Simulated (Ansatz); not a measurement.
Write the native input for Ansatz 0.2.0 that does the following.

- Task: band structure
- Functional: PBEsol
- Potentials or basis: Ansatz PAW
- Cutoff: 420 eV (not typed: the program's choice for these potentials)
- k mesh: 6 × 6 × 3
- Occupations: fermi-dirac, width 0.05 eV
- Spin: no spin polarisation
- Path: [["G", "X", "S", "R", "A", "Z", "G", "Y", "X1", "A1", "T", "Y"], ["Z", "T"]]
- Points for each segment of the path: 14

Crystal: HfTa.

```xyz
2
Lattice="1.7127 -2.3996 0.0000 1.7127 2.3996 0.0000 0.0000 0.0000 4.8476" Properties=species:S:1:pos:R:3 pbc="T T T"
Ta    1.7127    0.0000    2.4238
Hf    0.0000    0.0000    0.0000
```

The cell comes from a database or a generator and needn't be the stable form of this composition.

These files were run (other wordings do the same):

input.yaml

```yaml
crystal:
  lattice:
    - [1.712747, -2.399601, 0.0]
    - [1.712747, 2.399601, 0.0]
    - [0.0, 0.0, 4.847555]
  atoms:
    - { symbol: Ta, position: [0.5, 0.5, 0.5] }
    - { symbol: Hf, position: [0.0, 0.0, 0.0] }
hamiltonian:
  xc: pbesol
  pseudopotentials: { kind: paw }
kpoints:
  mp_grid: { grid: [6, 6, 3] }
  band_path:
    path:
      - [[0.0, 0.0, 0.0], [0.377364493, 0.377364493, 0.0], [0.0, 0.5, 0.0], [0.0, 0.5, 0.5], [0.377364493, 0.377364493, 0.5], [0.0, 0.0, 0.5], [0.0, 0.0, 0.0], [-0.5, 0.5, 0.0], [-0.377364493, 0.622635507, 0.0], [-0.377364493, 0.622635507, 0.5], [-0.5, 0.5, 0.5], [-0.5, 0.5, 0.0]]
      - [[0.0, 0.0, 0.5], [-0.5, 0.5, 0.5]]
    npoints: 14
scf:
  occupations: { method: fermi_dirac, width: 0.05 }
  n_extra_bands: 6
output:
  forces: true
  stress: true
  eigenvalues: true
  fatbands: false
```

Potentials or basis: Ansatz PAW.

Command:

```bash
$ ansatz run input.yaml --threads 2 --pin off --max-ram 5632MiB --backend cpu --events-out ev --progress --plain --runs-dir out
```

Results of the run:

```yaml
Pressure: -5.1 GPa
Band_gap_on_the_k_mesh: none (metal or under the smearing width)
```

Caveat: the k mesh is coarse (spacing up to 0.43 Å⁻¹), so the values aren't converged; spin-orbit coupling is left out, which moves the levels of the heavy elements; the PAW data sets come from PBE, with cores solved anew for the run's functional, which leaves a small shift of forces and pressure.

Run time: 2.9 s on 2 threads of Arm Neoverse V1 (shared host), peak memory 0.35 GiB.
